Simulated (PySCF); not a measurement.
# C8H8O: excited states, first hyperpolarisability

Wanted: excited states, first hyperpolarisability for C8H8O (`O=CC1=C[C@@H]2C=C[C@H]1C2`).

Programs: PySCF 2.14.0, with routines of our own; each step states its level. All values are computed. Atoms count from 0.

## (1) The system as given

17 atoms, charge 0, multiplicity 1; geometry from: GFN2-xTB.

## (2) Optimising the geometry at PBE0-D3(BJ)/def2-SVP

Job settings and geometry (Å):

```
{"job": {"xc": "PBE0", "basis": "def2-SVP", "d3": "d3bj", "grid": 2, "kind": "geom"}, "charge": 0, "multiplicity": 1}
O      3.101942     0.702586     0.736070
C      2.443948     0.421124    -0.236330
C      1.044751     0.050766    -0.227227
C      0.255867    -0.258635    -1.267534
C     -1.125950    -0.531429    -0.720018
C     -1.605035     0.812233    -0.177315
C     -0.836964     1.114739     0.857569
C      0.167430    -0.015376     1.019882
C     -0.731352    -1.196898     0.613495
H      2.893291     0.422170    -1.251143
H      0.509012    -0.278623    -2.311486
H     -1.811310    -1.055973    -1.378560
H     -2.401422     1.376138    -0.622855
H     -0.848571     1.991386     1.475500
H      0.702084    -0.062783     1.962332
H     -0.187825    -2.132627     0.485911
H     -1.576895    -1.346769     1.283208
```

Launch:

```sh
> OMP_NUM_THREADS=1 python excited_run.py task.json out
```

This one command runs all jobs of the session in turn.

The program printed:

```text
step   0  E = -384.10287242  max force = 0.012086
step   1  E = -384.10519194  max force = 0.002043
step   2  E = -384.10518674  max force = 0.002073
step   3  E = -384.10521344  max force = 0.000865
step   4  E = -384.10521764  max force = 0.000163
optimisation converged
```

Wall time 76 s (1 thread of Intel Xeon Platinum 8488C, shared host); peak memory 0.78 GiB.

Relaxation path:

```tsv
step	energy from step 0 (eV)	largest force component (eV/Å)
0	0.0000	0.6215
1	-0.0631	0.1051
2	-0.0630	0.1066
3	-0.0637	0.0445
4	-0.0638	0.0084
```

Distances of close pairs at the start and the end, largest changes first:

```tsv
bond	before (Å)	after (Å)	change (Å)
C6–H13	1.073	1.090	+0.018
C5–H12	1.073	1.090	+0.018
C3–H10	1.074	1.092	+0.017
C3–C4	1.511	1.527	+0.015
C5–C6	1.324	1.336	+0.013
C4–H11	1.086	1.097	+0.012
C7–H14	1.085	1.096	+0.011
C8–H15	1.090	1.101	+0.011
```

The end geometry stands in the next job.

```tsv
at the end point	value
point group (found at 0.08 Å tolerance)	C1
rotational constants (GHz, main isotopes)	3.602, 1.364, 1.254
dipole moment (D)	3.34
```

## (3) Excited states: TDA CAM-B3LYP/def2-TZVP

Job settings and geometry (Å):

```
{"job": {"kind": "states", "xc": "CAM-B3LYP", "basis": "def2-TZVP", "tda": true, "soc": true, "nstates": 6, "ntriplets": 5, "nquad": 4}, "charge": 0, "multiplicity": 1}
O      2.968614     0.673064     0.392078
C      2.326675     0.357355    -0.582772
C      0.919047    -0.020832    -0.551539
C      0.128944    -0.330527    -1.597230
C     -1.268567    -0.583654    -1.037472
C     -1.768006     0.757363    -0.477212
C     -0.985696     1.062609     0.562358
C      0.041604    -0.064693     0.701806
C     -0.860770    -1.255479     0.298862
H      2.792694     0.335269    -1.601571
H      0.405153    -0.350721    -2.653399
H     -1.962319    -1.118792    -1.697855
H     -2.573064     1.348645    -0.914647
H     -1.006501     1.962470     1.177786
H      0.594803    -0.113776     1.646613
H     -0.303722    -2.195159     0.162135
H     -1.712659    -1.407170     0.977899
```

Level: TDA CAM-B3LYP/def2-TZVP excited states, vertical, gas phase, spin-orbit mean-field couplings.

The program printed:

```text
coarse grid: 14736 points
cycle   1  E = -384.6023446903  dE =  1.897e+00  |g| = 8.522e-01  |ddm| = 3.405e+00
cycle   2  E = -384.3157799800  dE =  2.866e-01  |g| = 1.530e+00  |ddm| = 5.730e+00
cycle   3  E = -384.7529459462  dE = -4.372e-01  |g| = 9.599e-02  |ddm| = 4.568e+00
cycle   4  E = -384.7545200082  dE = -1.574e-03  |g| = 6.835e-02  |ddm| = 1.606e-01
cycle   5  E = -384.7556200979  dE = -1.100e-03  |g| = 1.222e-02  |ddm| = 8.782e-02
cycle   6  E = -384.7556552092  dE = -3.511e-05  |g| = 7.456e-03  |ddm| = 2.205e-02
cycle   7  E = -384.7556696603  dE = -1.445e-05  |g| = 2.153e-03  |ddm| = 1.638e-02
cycle   8  E = -384.7556713343  dE = -1.674e-06  |g| = 1.028e-03  |ddm| = 8.785e-03
final grid: 143848 points
cycle   9  E = -384.7481436541  dE = -5.523e-05  |g| = 4.107e-03  |ddm| = 7.286e-02
cycle  10  E = -384.7481424126  dE =  1.242e-06  |g| = 4.937e-03  |ddm| = 1.083e-02
cycle  11  E = -384.7481476052  dE = -5.193e-06  |g| = 9.634e-04  |ddm| = 5.933e-03
cycle  12  E = -384.7481477551  dE = -1.499e-07  |g| = 3.937e-04  |ddm| = 1.771e-03
cycle  13  E = -384.7481477849  dE = -2.979e-08  |g| = 8.958e-05  |ddm| = 9.191e-04
cycle  14  E = -384.7481477868  dE = -1.960e-09  |g| = 3.002e-05  |ddm| = 2.012e-04
cycle  15  E = -384.7481477871  dE = -2.501e-10  |g| = 1.552e-05  |ddm| = 8.462e-05
converged SCF energy = -384.7481477871

Singlet excitations
state   eV       nm        f     d(h-e)  d(exc)  Lambda  PR(NTO)  |dmu|/D   mu/D   main configurations
  1   3.8643   320.8   0.00040   1.067   2.505   0.554   1.008    2.575    1.260   H-1->L 0.79
  2   4.7033   263.6   0.02630   1.706   3.194   0.645   1.035    5.250    7.634   H->L 0.86, H-2->L 0.09
  3   5.6286   220.3   0.13056   0.507   2.930   0.669   1.312    1.635    4.786   H-2->L 0.68, H->L+1 0.10, H-1->L 0.09
  4   6.6215   187.2   0.23622   0.598   3.072   0.664   1.188    1.592    4.008   H->L+1 0.57, H-2->L+1 0.19
  5   6.8676   180.5   0.02133   1.134   3.215   0.439   1.705                     H-1->L+1 0.43, H-4->L 0.17, H-1->L+3 0.08
  6   7.0403   176.1   0.07721   0.471   2.887   0.545   2.106                     H-4->L 0.26, H-2->L+1 0.25, H->L+1 0.17

Triplet excitations (Tamm-Dancoff)
state   eV     d(h-e)  d(exc)  Lambda  PR(NTO)   main configurations
  1   2.9880   0.318   2.524   0.640   1.073   H->L 0.67, H-2->L 0.18, H-1->L 0.08
  2   3.3208   1.000   2.424   0.552   1.018   H-1->L 0.75, H-2->L 0.08
  3   3.7948   0.168   2.249   0.690   1.305   H->L+1 0.49, H-2->L 0.27, H-2->L+1 0.09
  4   5.1240   1.685   3.240   0.675   1.258   H-2->L 0.40, H->L+1 0.26, H->L 0.21
  5   5.8702   0.418   2.282   0.576   1.829   H-7->L 0.17, H-2->L+1 0.16, H-9->L 0.14
S1 - T1 = 0.8763 eV

Spin-orbit couplings |<S|Hso|T>| (cm-1)
             T1       T2       T3       T4       T5
S0        2.760   53.443    5.063    1.735    2.649
S1       17.377    0.350    7.004    5.072   34.402
S2        6.145    8.077    2.462    6.480    3.764
S3        8.468   12.012    4.307    5.607    3.217
S4        0.680   10.695    1.868    3.347    1.017
S5        0.513    1.209    2.698    0.763   13.819
S6        2.211    3.756    3.618    1.975    5.749
T1 sublevels (cm-1): 0.000 0.000 0.071   radiative rates (1/s): 0.0516 0.0327 3.51
```

Run time: 1.9 min. Hardware: 1 thread of Intel Xeon Platinum 8488C, shared host; peak memory 1.4 GiB.

From this job:

```tsv
quantity	value
S1 less T1	0.88 eV
```

## (4) Excited states: TDDFT CAM-B3LYP/aug-cc-pVDZ

The job, as its differences from that of step 3:

```diff
@@ -1,2 +1,2 @@
-{"job": {"kind": "states", "xc": "CAM-B3LYP", "basis": "def2-TZVP", "tda": true, "soc": true, "nstates": 6, "ntriplets": 5, "nquad": 4}, "charge": 0, "multiplicity": 1}
+{"job": {"kind": "states", "xc": "CAM-B3LYP", "basis": "aug-cc-pVDZ", "tpa": true, "nstates": 8, "nquad": 6, "ntriplets": 0}, "charge": 0, "multiplicity": 1}
 O      2.968614     0.673064     0.392078
```

With the program's defaults for keys left out, this is: TDDFT CAM-B3LYP/aug-cc-pVDZ excited states, vertical, gas phase, two-photon moments by quadratic response.

The program printed:

```text
coarse grid: 14736 points
cycle   1  E = -384.4753640593  dE =  1.946e+00  |g| = 8.006e-01  |ddm| = 3.032e+01
cycle   2  E = -384.2041586020  dE =  2.712e-01  |g| = 1.455e+00  |ddm| = 6.936e+00
cycle   3  E = -384.6184784429  dE = -4.143e-01  |g| = 8.284e-02  |ddm| = 4.404e+00
cycle   4  E = -384.6197140510  dE = -1.236e-03  |g| = 6.200e-02  |ddm| = 4.494e-01
cycle   5  E = -384.6206670068  dE = -9.530e-04  |g| = 1.111e-02  |ddm| = 2.857e-01
cycle   6  E = -384.6206977667  dE = -3.076e-05  |g| = 7.103e-03  |ddm| = 6.530e-02
cycle   7  E = -384.6207114689  dE = -1.370e-05  |g| = 1.892e-03  |ddm| = 3.082e-02
cycle   8  E = -384.6207128788  dE = -1.410e-06  |g| = 9.332e-04  |ddm| = 1.328e-02
final grid: 143848 points
cycle   9  E = -384.6473114756  dE = -2.694e-05  |g| = 3.387e-03  |ddm| = 4.047e-01
cycle  10  E = -384.6473111812  dE =  2.944e-07  |g| = 3.812e-03  |ddm| = 4.078e-02
cycle  11  E = -384.6473146772  dE = -3.496e-06  |g| = 6.490e-04  |ddm| = 1.376e-02
cycle  12  E = -384.6473147547  dE = -7.746e-08  |g| = 3.021e-04  |ddm| = 2.535e-03
cycle  13  E = -384.6473147734  dE = -1.871e-08  |g| = 7.699e-05  |ddm| = 1.326e-03
cycle  14  E = -384.6473147749  dE = -1.581e-09  |g| = 2.302e-05  |ddm| = 3.866e-04
cycle  15  E = -384.6473147751  dE = -1.561e-10  |g| = 1.288e-05  |ddm| = 1.478e-04
converged SCF energy = -384.6473147751

Singlet excitations
state   eV       nm        f     d(h-e)  d(exc)  Lambda  PR(NTO)  |dmu|/D   mu/D   delta(TPA)   sigma/GM   main configurations
  1   3.8119   325.3   0.00044   1.069   2.527   0.533   1.010    2.593    1.265        1.19      0.006   H-1->L 0.79
  2   4.5502   272.5   0.03400   1.512   3.161   0.629   1.060    4.489    6.977       72.38      0.549   H->L 0.92
  3   5.4112   229.1   0.11134   0.832   3.026   0.643   1.248    2.629    5.590       18.31      0.196   H-2->L 0.80, H-1->L 0.10
  4   6.1541   201.5   0.03824   1.057   4.253   0.254   1.127    4.822    2.564      146.24      2.029   H->L+1 0.76, H->L+5 0.08
  5   6.3133   196.4   0.18019   0.828   3.687   0.404   1.254    3.870    3.946       50.15      0.732   H->L+5 0.38, H->L+2 0.35
  6   6.6527   186.4   0.02709   1.007   4.186   0.292   2.269    4.103    3.414      158.35      2.567   H->L+3 0.16, H->L+5 0.14, H->L+2 0.13
  7   6.7038   184.9   0.00308   1.028   3.860   0.316   2.239                                            H-1->L+5 0.29, H->L+2 0.12
  8   6.8141   182.0   0.00424   0.620   3.859   0.313   3.192                                            H->L+3 0.20, H-2->L+5 0.19, H-4->L 0.09
```

Wall time 1.8 min (1 thread of Intel Xeon Platinum 8488C, shared host); peak memory 1.2 GiB.

## (5) First hyperpolarisability: quadratic response CAM-B3LYP/aug-cc-pVDZ

The job, as its differences from that of step 4:

```diff
@@ -1,2 +1,2 @@
-{"job": {"kind": "states", "xc": "CAM-B3LYP", "basis": "aug-cc-pVDZ", "tpa": true, "nstates": 8, "nquad": 6, "ntriplets": 0}, "charge": 0, "multiplicity": 1}
+{"job": {"kind": "beta", "xc": "CAM-B3LYP", "basis": "aug-cc-pVDZ"}, "charge": 0, "multiplicity": 1}
 O      2.968614     0.673064     0.392078
```

With the program's defaults for keys left out, this is: quadratic response CAM-B3LYP/aug-cc-pVDZ first hyperpolarisability, Taylor convention, gas phase.

The program printed:

```text
coarse grid: 14736 points
cycle   1  E = -384.4753640593  dE =  1.946e+00  |g| = 8.006e-01  |ddm| = 3.032e+01
cycle   2  E = -384.2041586020  dE =  2.712e-01  |g| = 1.455e+00  |ddm| = 6.936e+00
cycle   3  E = -384.6184784429  dE = -4.143e-01  |g| = 8.284e-02  |ddm| = 4.404e+00
cycle   4  E = -384.6197140510  dE = -1.236e-03  |g| = 6.200e-02  |ddm| = 4.494e-01
cycle   5  E = -384.6206670068  dE = -9.530e-04  |g| = 1.111e-02  |ddm| = 2.857e-01
cycle   6  E = -384.6206977667  dE = -3.076e-05  |g| = 7.103e-03  |ddm| = 6.530e-02
cycle   7  E = -384.6207114689  dE = -1.370e-05  |g| = 1.892e-03  |ddm| = 3.082e-02
cycle   8  E = -384.6207128788  dE = -1.410e-06  |g| = 9.332e-04  |ddm| = 1.328e-02
final grid: 143848 points
cycle   9  E = -384.6473114756  dE = -2.694e-05  |g| = 3.387e-03  |ddm| = 4.047e-01
cycle  10  E = -384.6473111812  dE =  2.944e-07  |g| = 3.812e-03  |ddm| = 4.078e-02
cycle  11  E = -384.6473146772  dE = -3.496e-06  |g| = 6.490e-04  |ddm| = 1.376e-02
cycle  12  E = -384.6473147547  dE = -7.746e-08  |g| = 3.021e-04  |ddm| = 2.535e-03
cycle  13  E = -384.6473147734  dE = -1.871e-08  |g| = 7.699e-05  |ddm| = 1.326e-03
cycle  14  E = -384.6473147749  dE = -1.581e-09  |g| = 2.302e-05  |ddm| = 3.866e-04
cycle  15  E = -384.6473147751  dE = -1.561e-10  |g| = 1.288e-05  |ddm| = 1.478e-04
converged SCF energy = -384.6473147751

Lowest singlets (eV, f): 3.8119 0.0004  4.5502 0.0340  5.4112 0.1113

First hyperpolarisability (au)
process     nm      |vector|   parallel      HRS      DR
static         -      194.43      51.84      86.95     4.0
shg       1907.0      212.91      60.83      94.92   4.068
eope      1907.0      200.27      54.68          -       -
shg       1064.0      266.70       87.1     117.95   4.225
eope      1064.0      214.33      61.52          -       -
```

Run time: 79 s. Hardware: 1 thread of Intel Xeon Platinum 8488C, shared host; peak memory 1.2 GiB.

## (6) What came out

| quantity | value |
| --- | --- |
| point group | C1 |
| rotational constants (main isotopes) | 3.60, 1.36, 1.25 GHz |
| S1 less T1 (step 3, TDA CAM-B3LYP/def2-TZVP) | 0.88 eV |
| β vector (step 5, quadratic response CAM-B3LYP/aug-cc-pVDZ) | static 194, SHG 1907.0 nm 213, SHG 1064.0 nm 267 au |

Relaxing lowered the energy by 0.064 eV in 4 steps; the close pair that moved most is C6–H13, from 1.073 to 1.090 Å. In step 3, the number of triplets below S1 is 3, and the largest singlet-triplet spin-orbit coupling is S0–T2, 53.44 cm⁻¹. β grows from 194 au (static) to 267 au for doubling at 1064.0 nm: normal dispersion, which grows as twice the photon energy moves toward the bright states.
